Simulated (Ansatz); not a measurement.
Crystal: TaSiAs.

```
CELL_PARAMETERS angstrom
3.49900 0.00000 0.00000
0.00000 3.49900 0.00000
0.00000 0.00000 7.85700
ATOMIC_POSITIONS crystal
Ta 0.00000 0.50000 0.74400
Ta 0.50000 0.00000 0.25600
As 0.00000 0.50000 0.39100
As 0.50000 0.00000 0.60900
Si 0.50000 0.50000 0.00000
Si 0.00000 0.00000 0.00000
```

```yaml
Program: Ansatz 0.2.0
Task: relaxation of cell and atoms
Functional: PBE
Potentials_or_basis: Ansatz PAW
Cutoff: "420 eV (not typed: the program's choice for these potentials)"
k_mesh: 8 × 8 × 4
Occupations: fermi-dirac, width 0.05 eV
Spin: no spin polarisation
```

At the start: volume 16.03 Å³/atom.

Problem. How do energy, volume and symmetry change on relaxing?

Solution. It ends after 6 steps and the volume is 16.32 Å³/atom (+1.8 %); space group P4/nmm (No. 129, to 0.05 Å).

The path:
| step | energy change (eV) | largest force (eV/Å) | volume (Å³) |
| --- | --- | --- | --- |
| 1 | 0.0000 | 0.1878 | 96.19 |
| 2 | -0.0014 | 0.2268 | 99.45 |
| 3 | -0.0184 | 0.0570 | 98.00 |
| 4 | -0.0187 | 0.0259 | 97.92 |
| 5 | -0.0188 | 0.0010 | 97.92 |
| 6 | -0.0192 | 0.0009 | 97.92 |

Final structure:
```yaml
crystal:
  lattice:
    - [3.51625, 0.00000, 0.00000]
    - [0.00000, 3.51625, 0.00000]
    - [0.00000, 0.00000, 7.91961]
  atoms:
    - { symbol: Ta, position: [0.00000, 0.50000, 0.74577] }
    - { symbol: Ta, position: [0.50000, 0.00000, 0.25423] }
    - { symbol: As, position: [0.00000, 0.50000, 0.38922] }
    - { symbol: As, position: [0.50000, 0.00000, 0.61078] }
    - { symbol: Si, position: [0.50000, 0.50000, 0.00000] }
    - { symbol: Si, position: [0.00000, 0.00000, 0.00000] }
```

Caveat: the plane-wave basis is chosen anew once the cell has moved, so the energies of steps on either side of that aren't comparable.
